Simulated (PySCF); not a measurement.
# TeO2²⁺ at other levels of theory

What do other methods print for TeO2²⁺?

Method: method and basis as typed in the scripts; program: PySCF 2.14.0.

3 further runs of the same task are left out: 3 that didn't finish.

## 1. The system as given

TeO2²⁺: 3 atoms, charge 2, spin multiplicity 1.

Bond lengths: Te1–O2 1.739 Å, Te1–O3 1.739 Å. Angles: O2–Te1–O3 180.0°.

As a file:

```xyz
3

Te    0.00000    0.00000    0.00000
O     0.00000    0.00000    1.73870
O     0.00000    0.00000   -1.73870
```

## 2. The run that the others are compared with

input.py reads:

```python
from pyscf import gto, scf
from pyscf.geomopt.geometric_solver import optimize

mol = gto.M(
    atom='Te 0 0 0; O 0 0 1.7387; O 0 0 -1.7387',
    basis='crenbl',
    ecp={'Te': 'crenbl', 'O': 'crenbl'},
    charge=2,
    spin=0,
    symmetry=True,
    verbose=3,
)
mf = scf.UHF(mol)
mf.kernel()
mol_eq = optimize(mf, maxsteps=30)
print('optimised geometry (angstrom)')
print(mol_eq.tostring('raw'))
print('orbital energies (hartree):', [e[max(0, n-3):n+3].round(4) for e, n in zip(mf.mo_energy, mol.nelec)])
```

Run with:

```console
> OMP_NUM_THREADS=1 python input.py
```

## 3. Mn15 (UKS)

Variant 1 changes functional: none (Hartree–Fock) → mn15; SCF type: UHF → UKS; step after the SCF: optimize → analyze.

input.py reads:

```python
from pyscf import gto, dft

mol = gto.M(
    atom='Te 0 0 0; O 0 0 1.7387; O 0 0 -1.7387',
    basis='crenbl',
    ecp={'Te': 'crenbl', 'O': 'crenbl'},
    charge=2,
    spin=0,
    symmetry=True,
    verbose=3,
)
mf = dft.UKS(mol, xc='mn15')
mf.kernel()
mf.mulliken_pop()
mf.dip_moment()
print('orbital energies (hartree):', [e[max(0, n-3):n+3].round(4) for e, n in zip(mf.mo_energy, mol.nelec)])
```

## 4. Stability test

Variant 2 changes step after the SCF: optimize → stability; point-group symmetry: on → off.

input.py reads:

```python
from pyscf import gto, scf

mol = gto.M(
    atom='Te 0 0 0; O 0 0 1.7387; O 0 0 -1.7387',
    basis='crenbl',
    ecp={'Te': 'crenbl', 'O': 'crenbl'},
    charge=2,
    spin=0,
    verbose=3,
)
mf = scf.UHF(mol)
mf.kernel()
mf.stability(internal=True, external=True)
mf.dip_moment()
print('orbital energies (hartree):', [e[max(0, n-3):n+3].round(4) for e, n in zip(mf.mo_energy, mol.nelec)])
```

## 5. MP2

Variant 3 changes step after the SCF: optimize → mp2.

input.py reads:

```python
from pyscf import gto, scf, mp

mol = gto.M(
    atom='Te 0 0 0; O 0 0 1.7387; O 0 0 -1.7387',
    basis='crenbl',
    ecp={'Te': 'crenbl', 'O': 'crenbl'},
    charge=2,
    spin=0,
    symmetry=True,
    verbose=3,
)
mf = scf.UHF(mol)
mf.kernel()
mp.MP2(mf).kernel()
mf.dip_moment()
print('orbital energies (hartree):', [e[max(0, n-3):n+3].round(4) for e, n in zip(mf.mo_energy, mol.nelec)])
```

## 6. Population analysis

Variant 4 changes step after the SCF: optimize → analyze.

input.py reads:

```python
from pyscf import gto, scf

mol = gto.M(
    atom='Te 0 0 0; O 0 0 1.7387; O 0 0 -1.7387',
    basis='crenbl',
    ecp={'Te': 'crenbl', 'O': 'crenbl'},
    charge=2,
    spin=0,
    symmetry=True,
    verbose=3,
)
mf = scf.UHF(mol)
mf.kernel()
mf.mulliken_pop()
mf.dip_moment()
print('orbital energies (hartree):', [e[max(0, n-3):n+3].round(4) for e, n in zip(mf.mo_energy, mol.nelec)])
```

**Question.** What will these runs give? Wanted: for each run, E(SCF); from base; after the SCF.

The runs gave:

| run | E(SCF) (hartree) | from base (eV) | after the SCF |
| --- | --- | --- | --- |
| base | -124.460106 | 0 | -0.049 eV |
| mn15 (UKS) | -128.084808 | not comparable | n/a |
| stability test | -124.460106 | 0.0000 | unstable: internal, UHF/UKS -> GHF/GKS |
| MP2 | -124.460106 | 0.0000 | MP2 correlation -17.230 eV |
| population analysis | -124.460106 | 0.0000 | n/a |

SCF columns refer to the geometry typed in the script.

What this shows: Total energies of different functionals can't be compared with each other; differences within one functional can.
